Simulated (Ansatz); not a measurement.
Run this with Ansatz 0.2.0 through its Python package and show what comes out.

`h6osi3.xyz`
```text
10

O    -1.00050    0.63190   -1.82830
Si   -0.92250    0.32210   -0.23430
Si    0.38730   -1.40650    0.27900
Si    1.16410    0.73200    0.70130
H    -1.90420    1.00050   -2.17330
H    -2.15550    0.57740    0.55330
H     1.15470   -2.09770   -0.81740
H     0.08510   -2.18360    1.49190
H     1.09530    1.13680    2.18330
H     2.17930    1.23590   -0.15250
```

`scan_h6osi3.py`
```python
"""Potential curve of H6OSi3 along one bond."""

import ansatz as az
import numpy as np

system = az.Crystal.molecule_from_extxyz("h6osi3.xyz")

symbols = [site.symbol for site in system.cartesian_sites]
start = np.array([site.position_ang for site in system.cartesian_sites])
axis = (start[9] - start[3]) / np.linalg.norm(start[9] - start[3])
moving = [9]
lengths, energies = [1.249, 1.305, 1.362, 1.419, 1.476, 1.533, 1.589, 1.674], []
for length in lengths:
    xyz = start.copy()
    xyz[moving] += (length - np.linalg.norm(start[9] - start[3])) * axis
    point = az.Crystal.molecule()
    for symbol, xyz in zip(symbols, xyz):
        point = point.atom(symbol, xyz.tolist())
    base = (
        point.calculation()
        .basis(gaussian="def2-SVP")
        .functional("r2scan")
    )
    r = base.run(threads=1).report
    energies.append(r["free_energy_ev"])
    print(f"r = {length:6.3f} A  E = {energies[-1]:.5f} eV  <S^2> = {abs(r['mean_field']['state']['spin_squared']):.3f}")

# quartic fit about the minimum
fit = np.polynomial.Polynomial.fit(lengths, np.array(energies) - min(energies), 4).convert()
roots = [r.real for r in fit.deriv().roots() if abs(r.imag) < 1e-9 and fit.deriv(2)(r.real) > 0]
r_e = min(roots, key=lambda r: abs(r - lengths[int(np.argmin(energies))]))
print(f"minimum of the fit at {r_e:.4f} A, force constant {fit.deriv(2)(r_e):.2f} eV/A^2")
```

Running `python scan_h6osi3.py` prints:
```text
r =  1.249 A  E = -25763.91261 eV  <S^2> = 0.000
r =  1.305 A  E = -25764.25909 eV  <S^2> = 0.000
r =  1.362 A  E = -25764.48610 eV  <S^2> = 0.000
r =  1.419 A  E = -25764.61252 eV  <S^2> = 0.000
r =  1.476 A  E = -25764.65972 eV  <S^2> = 0.000
r =  1.533 A  E = -25764.64502 eV  <S^2> = 0.000
r =  1.589 A  E = -25764.58391 eV  <S^2> = 0.000
r =  1.674 A  E = -25764.42628 eV  <S^2> = 0.000
minimum of the fit at 1.4888 A, force constant 17.80 eV/A^2
```

Caveats:
- Total energies depend on the basis set; only differences at equal settings carry meaning.
- The rest of the molecule is held rigid at a force-field or estimated start geometry, and the basis set is modest; single-reference methods fail as a bond breaks.
- The orbitals are restricted, so S² is zero by construction.
- It ran for 51 s on 1 thread of Arm Neoverse V1, with other jobs on the host, peak memory 0.22 GiB.

(Lines on the test bed's own set-up are left out of the output.)
